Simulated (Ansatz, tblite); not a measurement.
# SiICl3: removing and adding an electron

What does removing or adding an electron cost or gain for SiICl3? Each charged state is run at several levels.

The runs use Ansatz 0.2.0, Gaussian basis; as each input shows.

The runs, in order: charge +1 doublet, at the geometry of the singlet (PBE0-D4/def2-TZVP, PBE-D4/def2-TZVP, r2SCAN-D4/def2-TZVP); charge -1 doublet, at the geometry of the singlet (PBE0-D4/def2-TZVPD, PBE-D4/def2-TZVPD, r2SCAN-D4/def2-TZVPD); the starting singlet's energies come from earlier runs.

4 further runs of the same task are left out: 1 that didn't finish, 3 set aside as unsound or not needed.

### 1 The relaxed structure

The geometry is that of the singlet, from an earlier relaxation (PBE-D4/def2-SVP).

5 atoms, charge 0, spin multiplicity 1.

Atoms are counted from 1 here; the program's logs count them from 0.

Bond lengths: Si1–I2 2.439 Å, Si1–Cl3 2.058 Å, Si1–Cl4 2.058 Å, Si1–Cl5 2.058 Å. Angles: I2–Si1–Cl3 110.1°, I2–Si1–Cl4 110.1°, I2–Si1–Cl5 110.1°, Cl3–Si1–Cl4 108.9°, Cl3–Si1–Cl5 108.9°, Cl4–Si1–Cl5 108.9°.

I takes a core potential in the def2 sets. No spin-orbit coupling is included.

### 2 Charge +1 doublet at the fixed geometry, first pass, PBE0-D4/def2-SVP

Contents of in.yaml:

```yaml
crystal:
  periodic: [false, false, false]
  atoms:
    - {symbol: Si, position_ang: [-0.000351, 0.000511, -0.064423]}
    - {symbol: I, position_ang: [0.012373, -0.018978, 2.374926]}
    - {symbol: Cl, position_ang: [1.929309, 0.010757, -0.780122]}
    - {symbol: Cl, position_ang: [-0.974574, 1.678113, -0.751801]}
    - {symbol: Cl, position_ang: [-0.966758, -1.670403, -0.778580]}
basis:
  gaussian: {orbitals: def2-SVP}
total_charge: 1
magnetization: {spin_polarized: true, initial_magnetization: 1}
hamiltonian: {xc: pbe0, dispersion: d4}
output: {orbitals: {seedname: orbitals}}
```

Run with:

```
$ ansatz run in.yaml --threads 2 --pin off --events-out ev --progress --plain --max-ram 22528MiB --backend cpu
```

The program printed:

```text
Functional definition: PBE0
  name "PBE0"
  cite "Adamo & Barone, J. Chem. Phys. 110, 6158 (1999) doi:10.1063/1.478522"
  cite "Perdew, Burke & Ernzerhof, Phys. Rev. Lett. 77, 3865 (1996) doi:10.1103/PhysRevLett.77.3865"
  parent pbe
  parameter a = 0.25
  parameter kappa = 0.804
  parameter beta = 0.06672455060314922
  exchange = (1 - a)*pbe_x(kappa = kappa, mu = beta*pi^2/3) + a*exact_x
  correlation = pbe_c(beta = beta)
974 factors; integrals over basis functions are off by at most 8.4e-4 eV
mean field evaluation 1: about -53509.1829 eV, gradient 1.9e1 eV
mean field evaluation 2: about -53502.3796 eV, gradient 3.4e1 eV
mean field evaluation 4: about -53511.6132 eV, gradient 2.0e0 eV
mean field evaluation 8: about -53511.7055 eV, gradient 2.6e-1 eV
mean field evaluation 16: about -53511.7062 eV, gradient 8.0e-4 eV
mean field evaluation 32: about -53511.7062 eV, gradient 1.8e-5 eV
mean field evaluation 64: about -53511.7062 eV, gradient 3.2e-2 eV
mean field evaluation 96: about -53511.7059 eV, gradient 1.3e-2 eV
mean field -53511.70619823 eV, -1966.5189312476 hartree, gradient 1.9e-6 eV, S^2 0.752980; 9 other end points of the search recorded, 0 dependent functions left out
reference -53511.70621958 eV, -1966.5189320324 hartree; 45, 44 occupied and 53, 54 virtual orbitals, 974 factors
Total energy: -53511.95369285 eV, -1966.5280265072 hartree
```

It took 37 s on 2 threads of AMD EPYC 7R13, shared host.

HOMO -13.98 eV, LUMO -12.44 eV (over both spins); ⟨S²⟩ 0.753 (pure: 0.75).

### 3 Charge +1 doublet at the fixed geometry, PBE0-D4/def2-TZVP

start.molden holds the orbitals of an earlier run on this state, given as this run's starting guess.

Changes to in.yaml since step 2:

```diff
@@ -9,3 +9,3 @@
 basis:
-  gaussian: {orbitals: def2-SVP}
+  gaussian: {orbitals: def2-TZVP, initial_orbitals: start.molden}
 total_charge: 1
@@ -13,2 +13,3 @@
 hamiltonian: {xc: pbe0, dispersion: d4}
+scf: {omitted_lower_state_checks: [starts]}
 output: {orbitals: {seedname: orbitals}}
```

The command is unchanged.

The program printed:

```text
Functional definition: PBE0
  name "PBE0"
  cite "Adamo & Barone, J. Chem. Phys. 110, 6158 (1999) doi:10.1063/1.478522"
  cite "Perdew, Burke & Ernzerhof, Phys. Rev. Lett. 77, 3865 (1996) doi:10.1103/PhysRevLett.77.3865"
  parent pbe
  parameter a = 0.25
  parameter kappa = 0.804
  parameter beta = 0.06672455060314922
  exchange = (1 - a)*pbe_x(kappa = kappa, mu = beta*pi^2/3) + a*exact_x
  correlation = pbe_c(beta = beta)
these checks for a lower state are left out or cut short: starts
1490 factors; their error is unknown
mean field evaluation 1: about -53524.4212 eV, gradient 1.3e2 eV
mean field evaluation 2: about -53527.4232 eV, gradient 4.4e0 eV
mean field evaluation 4: about -53527.9525 eV, gradient 5.3e-1 eV
mean field evaluation 8: about -53527.9532 eV, gradient 6.4e-5 eV
mean field -53527.95321571 eV, -1967.1159981274 hartree, gradient 2.9e-6 eV, S^2 0.754264; 0 other end points of the search recorded, 0 dependent functions left out
reference -53527.95324496 eV, -1967.1159992025 hartree; 45, 44 occupied and 153, 154 virtual orbitals, 1490 factors
Total energy: -53528.20071823 eV, -1967.1250936773 hartree
Checks for a lower state left out: starts
```

It took 21 s on 2 threads of AMD EPYC 7R13, shared host; peak memory 1.4 GiB.

From the report: HOMO -13.91 eV, LUMO -12.27 eV (over both spins); ⟨S²⟩ 0.754 (pure: 0.75).

### 4 Charge +1 doublet at the fixed geometry, PBE-D4/def2-TZVP

Changes to in.yaml since step 3:

```diff
@@ -12,3 +12,3 @@
 magnetization: {spin_polarized: true, initial_magnetization: 1}
-hamiltonian: {xc: pbe0, dispersion: d4}
+hamiltonian: {xc: pbe, dispersion: d4}
 scf: {omitted_lower_state_checks: [starts]}
```

Launched as before.

The program printed:

```text
Functional definition: PBE
  name "PBE"
  cite "Perdew, Burke & Ernzerhof, Phys. Rev. Lett. 77, 3865 (1996) doi:10.1103/PhysRevLett.77.3865"
  parent pbe
  parameter kappa = 0.804
  parameter beta = 0.06672455060314922
  exchange = pbe_x(kappa = kappa, mu = beta*pi^2/3)
  correlation = pbe_c(beta = beta)
these checks for a lower state are left out or cut short: starts
1387 factors; their error is unknown
mean field evaluation 1: about -53523.6911 eV, gradient 1.1e1 eV
mean field evaluation 2: about -53523.8860 eV, gradient 4.5e-1 eV
mean field evaluation 4: about -53523.8870 eV, gradient 1.6e-1 eV
mean field evaluation 8: about -53523.8885 eV, gradient 8.6e-2 eV
mean field evaluation 16: about -53523.8894 eV, gradient 4.4e-4 eV
mean field -53523.88939025 eV, -1966.9666552965 hartree, gradient 4.1e-6 eV, S^2 0.751967; 0 other end points of the search recorded, 0 dependent functions left out
reference -53523.88942878 eV, -1966.9666567124 hartree; 45, 44 occupied and 153, 154 virtual orbitals, 1387 factors
Total energy: -53524.17487804 eV, -1966.9771467793 hartree
Checks for a lower state left out: starts
```

Wall time 20 s (2 threads of AMD EPYC 7R13, shared host); peak memory 0.56 GiB.

From the report: HOMO -12.61 eV, LUMO -12.63 eV (over both spins; with the spin held, an empty level of the minority spin lies below the top filled one); ⟨S²⟩ 0.752 (pure: 0.75).

### 5 Charge +1 doublet at the fixed geometry, r2SCAN-D4/def2-TZVP

Changes to in.yaml since step 4:

```diff
@@ -12,3 +12,3 @@
 magnetization: {spin_polarized: true, initial_magnetization: 1}
-hamiltonian: {xc: pbe, dispersion: d4}
+hamiltonian: {xc: r2scan, dispersion: d4}
 scf: {omitted_lower_state_checks: [starts]}
```

Launched as before.

The program printed:

```text
Functional definition: r2SCAN
  name "r2SCAN"
  cite "Furness, Kaplan, Ning, Perdew & Sun, J. Phys. Chem. Lett. 11, 8208 (2020) doi:10.1021/acs.jpclett.0c02405"
  cite "Furness, Kaplan, Ning, Perdew & Sun, J. Phys. Chem. Lett. 11, 9248 (2020) doi:10.1021/acs.jpclett.0c03077"
  parent r2scan
  parameter k0 = 0.174
  parameter k1 = 0.065
  parameter a1 = 4.9479
  exchange = r2scan_x(k0 = k0, k1 = k1, a1 = a1)
  correlation = r2scan_c
these checks for a lower state are left out or cut short: starts
1387 factors; their error is unknown
mean field evaluation 1: about -53543.3554 eV, gradient 8.2e0 eV
mean field evaluation 2: about -53543.4226 eV, gradient 2.2e-1 eV
mean field evaluation 4: about -53543.4081 eV, gradient 4.9e-2 eV
mean field evaluation 8: about -53543.4081 eV, gradient 1.7e-5 eV
mean field -53543.40813789 eV, -1967.6839560419 hartree, gradient 9.0e-6 eV, S^2 0.754327; 0 other end points of the search recorded, 0 dependent functions left out
reference -53543.40815063 eV, -1967.6839565103 hartree; 45, 44 occupied and 153, 154 virtual orbitals, 1387 factors
Total energy: -53543.46926513 eV, -1967.6862024266 hartree
Checks for a lower state left out: starts
```

It took 27 s on 2 threads of AMD EPYC 7R13, shared host; peak memory 0.64 GiB.

Report: HOMO -12.98 eV, LUMO -12.76 eV (over both spins); ⟨S²⟩ 0.754 (pure: 0.75).

### 6 Vertical ionisation energy

Charged state less starting state, singlet to doublet; the starting state's energies are those of its earlier runs.

| level | vertical ionisation energy (eV) | time |
| --- | --- | --- |
| PBE-D4/def2-TZVP | +9.96 | 22 s |
| r2SCAN-D4/def2-TZVP | +10.18 | 33 s |
| PBE0-D4/def2-TZVP | +10.32 | 25 s |

Times add the two runs; a level without a time comes out of a correlated run.

Beside −ε(HOMO) of the starting state:

| level | −ε(HOMO) (eV) | by difference (eV) | mismatch (eV) |
| --- | --- | --- | --- |
| PBE-D4/def2-TZVP | 7.10 | 9.96 | -2.86 |
| r2SCAN-D4/def2-TZVP | 7.42 | 10.18 | -2.76 |
| PBE0-D4/def2-TZVP | 8.28 | 10.32 | -2.04 |

### 7 Charge -1 doublet at the fixed geometry, first pass, PBE0-D4/def2-SVP

Changes to in.yaml since step 5:

```diff
@@ -9,7 +9,6 @@
 basis:
-  gaussian: {orbitals: def2-TZVP, initial_orbitals: start.molden}
-total_charge: 1
+  gaussian: {orbitals: def2-SVP}
+total_charge: -1
 magnetization: {spin_polarized: true, initial_magnetization: 1}
-hamiltonian: {xc: r2scan, dispersion: d4}
-scf: {omitted_lower_state_checks: [starts]}
+hamiltonian: {xc: pbe0, dispersion: d4}
 output: {orbitals: {seedname: orbitals}}
```

Same command.

The program printed:

```text
Functional definition: PBE0
  name "PBE0"
  cite "Adamo & Barone, J. Chem. Phys. 110, 6158 (1999) doi:10.1063/1.478522"
  cite "Perdew, Burke & Ernzerhof, Phys. Rev. Lett. 77, 3865 (1996) doi:10.1103/PhysRevLett.77.3865"
  parent pbe
  parameter a = 0.25
  parameter kappa = 0.804
  parameter beta = 0.06672455060314922
  exchange = (1 - a)*pbe_x(kappa = kappa, mu = beta*pi^2/3) + a*exact_x
  correlation = pbe_c(beta = beta)
976 factors; integrals over basis functions are off by at most 8.4e-4 eV
mean field evaluation 1: about -53521.0718 eV, gradient 1.1e1 eV
mean field evaluation 2: about -53520.3944 eV, gradient 1.6e1 eV
mean field evaluation 4: about -53521.8504 eV, gradient 4.9e-1 eV
mean field evaluation 8: about -53521.8912 eV, gradient 2.9e-2 eV
mean field evaluation 16: about -53521.8912 eV, gradient 4.2e-5 eV
mean field -53521.89123733 eV, -1966.8932245312 hartree, gradient 4.2e-5 eV, S^2 0.751964; 0 other end points of the search recorded, 0 dependent functions left out
reference -53521.89125914 eV, -1966.8932253323 hartree; 46, 45 occupied and 52, 53 virtual orbitals, 976 factors
Total energy: -53522.16474304 eV, -1966.9032756806 hartree
```

Wall time 3.2 s (2 threads of AMD EPYC 7R13, shared host).

From the report: HOMO 2.08 eV, LUMO 4.38 eV (over both spins); ⟨S²⟩ 0.752 (pure: 0.75). Doubts: highest occupied level lies above zero.

### 8 Charge -1 doublet at the fixed geometry, PBE0-D4/def2-TZVPD

Changes to in.yaml since step 7:

```diff
@@ -9,3 +9,3 @@
 basis:
-  gaussian: {orbitals: def2-SVP}
+  gaussian: {orbitals: def2-TZVPD, initial_orbitals: start.molden}
 total_charge: -1
@@ -13,2 +13,3 @@
 hamiltonian: {xc: pbe0, dispersion: d4}
+scf: {omitted_lower_state_checks: [starts]}
 output: {orbitals: {seedname: orbitals}}
```

The command is unchanged.

The program printed:

```text
Functional definition: PBE0
  name "PBE0"
  cite "Adamo & Barone, J. Chem. Phys. 110, 6158 (1999) doi:10.1063/1.478522"
  cite "Perdew, Burke & Ernzerhof, Phys. Rev. Lett. 77, 3865 (1996) doi:10.1103/PhysRevLett.77.3865"
  parent pbe
  parameter a = 0.25
  parameter kappa = 0.804
  parameter beta = 0.06672455060314922
  exchange = (1 - a)*pbe_x(kappa = kappa, mu = beta*pi^2/3) + a*exact_x
  correlation = pbe_c(beta = beta)
these checks for a lower state are left out or cut short: starts
1679 factors; their error is unknown
mean field evaluation 1: about -53534.1241 eV, gradient 1.3e2 eV
mean field evaluation 2: about -53537.7505 eV, gradient 5.8e0 eV
mean field evaluation 4: about -53538.3824 eV, gradient 1.4e-1 eV
mean field evaluation 8: about -53538.7019 eV, gradient 2.4e-5 eV
mean field -53538.70185401 eV, -1967.5110032993 hartree, gradient 6.5e-5 eV, S^2 0.752251; 0 other end points of the search recorded, 0 dependent functions left out
reference -53538.70189060 eV, -1967.5110046439 hartree; 46, 45 occupied and 194, 195 virtual orbitals, 1679 factors
Total energy: -53538.97537450 eV, -1967.5210549921 hartree
Checks for a lower state left out: starts
```

Wall time 19 s (2 threads of AMD EPYC 7R13, shared host); peak memory 1.2 GiB.

Report: HOMO 0.99 eV, LUMO 2.61 eV (over both spins); ⟨S²⟩ 0.752 (pure: 0.75). Doubts: highest occupied level lies above zero.

### 9 Charge -1 doublet at the fixed geometry, PBE-D4/def2-TZVPD

Changes to in.yaml since step 8:

```diff
@@ -12,3 +12,3 @@
 magnetization: {spin_polarized: true, initial_magnetization: 1}
-hamiltonian: {xc: pbe0, dispersion: d4}
+hamiltonian: {xc: pbe, dispersion: d4}
 scf: {omitted_lower_state_checks: [starts]}
```

The command is unchanged.

The program printed:

```text
Functional definition: PBE
  name "PBE"
  cite "Perdew, Burke & Ernzerhof, Phys. Rev. Lett. 77, 3865 (1996) doi:10.1103/PhysRevLett.77.3865"
  parent pbe
  parameter kappa = 0.804
  parameter beta = 0.06672455060314922
  exchange = pbe_x(kappa = kappa, mu = beta*pi^2/3)
  correlation = pbe_c(beta = beta)
these checks for a lower state are left out or cut short: starts
1529 factors; their error is unknown
mean field evaluation 1: about -53534.3280 eV, gradient 1.1e1 eV
mean field evaluation 2: about -53534.4527 eV, gradient 2.2e-1 eV
mean field evaluation 4: about -53534.4354 eV, gradient 9.9e-3 eV
mean field -53534.43535211 eV, -1967.3542122466 hartree, gradient 2.2e-5 eV, S^2 0.750986; 0 other end points of the search recorded, 0 dependent functions left out
reference -53534.43539825 eV, -1967.3542139423 hartree; 46, 45 occupied and 194, 195 virtual orbitals, 1529 factors
Total energy: -53534.75048986 eV, -1967.3657933450 hartree
Checks for a lower state left out: starts
```

Wall time 7.5 s (2 threads of AMD EPYC 7R13, shared host).

HOMO 1.38 eV, LUMO 1.82 eV (over both spins); ⟨S²⟩ 0.751 (pure: 0.75). Doubts: highest occupied level lies above zero.

### 10 Charge -1 doublet at the fixed geometry, r2SCAN-D4/def2-TZVPD

Changes to in.yaml since step 9:

```diff
@@ -12,3 +12,3 @@
 magnetization: {spin_polarized: true, initial_magnetization: 1}
-hamiltonian: {xc: pbe, dispersion: d4}
+hamiltonian: {xc: r2scan, dispersion: d4}
 scf: {omitted_lower_state_checks: [starts]}
```

Launched as before.

The program printed:

```text
Functional definition: r2SCAN
  name "r2SCAN"
  cite "Furness, Kaplan, Ning, Perdew & Sun, J. Phys. Chem. Lett. 11, 8208 (2020) doi:10.1021/acs.jpclett.0c02405"
  cite "Furness, Kaplan, Ning, Perdew & Sun, J. Phys. Chem. Lett. 11, 9248 (2020) doi:10.1021/acs.jpclett.0c03077"
  parent r2scan
  parameter k0 = 0.174
  parameter k1 = 0.065
  parameter a1 = 4.9479
  exchange = r2scan_x(k0 = k0, k1 = k1, a1 = a1)
  correlation = r2scan_c
these checks for a lower state are left out or cut short: starts
1529 factors; their error is unknown
mean field evaluation 1: about -53553.9905 eV, gradient 8.3e0 eV
mean field evaluation 2: about -53554.0379 eV, gradient 1.2e-1 eV
mean field evaluation 4: about -53554.0176 eV, gradient 2.1e-2 eV
mean field -53554.01759429 eV, -1968.0738463733 hartree, gradient 7.5e-5 eV, S^2 0.753567; 0 other end points of the search recorded, 0 dependent functions left out
reference -53554.01764228 eV, -1968.0738481370 hartree; 46, 45 occupied and 194, 195 virtual orbitals, 1529 factors
Total energy: -53554.08526470 eV, -1968.0763332148 hartree
Checks for a lower state left out: starts
```

Wall time 17 s (2 threads of AMD EPYC 7R13, shared host); peak memory 0.55 GiB.

HOMO 1.46 eV, LUMO 2.27 eV (over both spins); ⟨S²⟩ 0.754 (pure: 0.75). Doubts: highest occupied level lies above zero.

### 11 Vertical electron affinity

Starting state less charged state (positive: the electron is bound), singlet to doublet; the starting state's energies are those of its earlier runs.

| level | vertical electron affinity (eV) | time |
| --- | --- | --- |
| PBE-D4/def2-TZVPD | +0.56 | 11 s |
| r2SCAN-D4/def2-TZVPD | +0.39 | 24 s |
| PBE0-D4/def2-TZVPD | +0.41 | 26 s |

Times add the two runs; a level without a time comes out of a correlated run.

Beside −ε(LUMO) of the starting state:

| level | −ε(LUMO) (eV) | by difference (eV) | mismatch (eV) |
| --- | --- | --- | --- |
| PBE-D4/def2-TZVPD | 2.75 | 0.56 | +2.19 |
| r2SCAN-D4/def2-TZVPD | 2.47 | 0.39 | +2.08 |
| PBE0-D4/def2-TZVPD | 1.90 | 0.41 | +1.49 |

### 12 Results

| quantity | value |
| --- | --- |
| vertical ionisation energy, functionals in def2-TZVP | 9.96 (PBE-D4) to 10.32 eV (PBE0-D4) |
| vertical electron affinity, functionals in def2-TZVPD | 0.39 (r2SCAN-D4) to 0.56 eV (PBE-D4) |

What this shows: The vertical ionisation energy spans 9.96 to 10.32 eV over the functionals. −ε(HOMO) misses the level's own difference by -2.04 eV at best (PBE0-D4) and -2.86 eV at worst (PBE-D4). The vertical electron affinity spans 0.39 to 0.56 eV over the functionals. The anion's highest level lies above zero where self-interaction lifts it, so diffuse functions weigh on these values. −ε(LUMO) misses the level's own difference by +1.49 eV at best (PBE0-D4) and +2.19 eV at worst (PBE-D4).
